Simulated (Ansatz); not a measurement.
# In2Au: the cost of one run

Program: Ansatz 0.2.0. Level of theory: DFT LDA, scalar-relativistic. These are calculated values, not measurements.

### 1 The starting structure

Symmetry: Fm-3m, No. 225, cubic system. Conventional cell: a = 6.502 Å, b = 6.502 Å, c = 6.502 Å, α = 90.00°, β = 90.00°, γ = 90.00°. In (site symmetry -43m) is surrounded by 4 Au at 2.82 Å. Au (site symmetry m-3m) has 8 In at 2.82 Å in its first shell of neighbours.

Structure file:

```
In Au
1.0
     0.00000    3.25100    3.25100
     3.25100    0.00000    3.25100
     3.25100    3.25100    0.00000
In Au
2 1
Direct
  0.25000 0.25000 0.25000
  0.75000 0.75000 0.75000
  0.00000 0.00000 0.00000
```

Atoms are numbered in the order of the input: In1, In2, Au3.

### 2 After the deformation

Space group Fm-3m before, I4/mmm after.

### 3 LAPW, all electrons

File input.yaml:

```yaml
crystal:
  lattice:
    - [0.0, 3.31602, 3.251]
    - [3.31602, 0.0, 3.251]
    - [3.31602, 3.31602, 0.0]
  atoms:
    - { symbol: In, position: [0.25, 0.25, 0.25] }
    - { symbol: In, position: [0.75, 0.75, 0.75] }
    - { symbol: Au, position: [0.0, 0.0, 0.0] }
kpoints:
  mp_grid: { grid: [10, 10, 10] }
  band_path:
    path:
      - [0.0, 0.0, 0.0]
      - [0.0, 0.5, 0.5]
      - [0.25, 0.75, 0.5]
      - [0.0, 0.5, 0.0]
      - [0.0, 0.0, 0.0]
      - [0.5, 0.5, 0.0]
      - [0.38005, 0.61995, 0.0]
      - [-0.38005, 0.38005, 0.0]
      - [0.0, 0.0, 0.0]
    npoints: 5
scf:
  occupations: { method: fermi_dirac, width: 0.05 }
hamiltonian:
  xc: lda
  pseudopotentials: { kind: all_electron, lapw: { basis_error: 0.0005 } }
output:
  forces: true
  stress: true
  eigenvalues: true
```

The run is started by

```
$ ansatz run input.yaml --threads 1 --pin off --max-ram 4096MiB --backend cpu --events-out ev --progress --plain --runs-dir out
```

Q: Estimate wall time and peak memory on 1 thread of Arm Neoverse V1, shared host.

About 2.2 min, with a peak of 0.93 GiB.
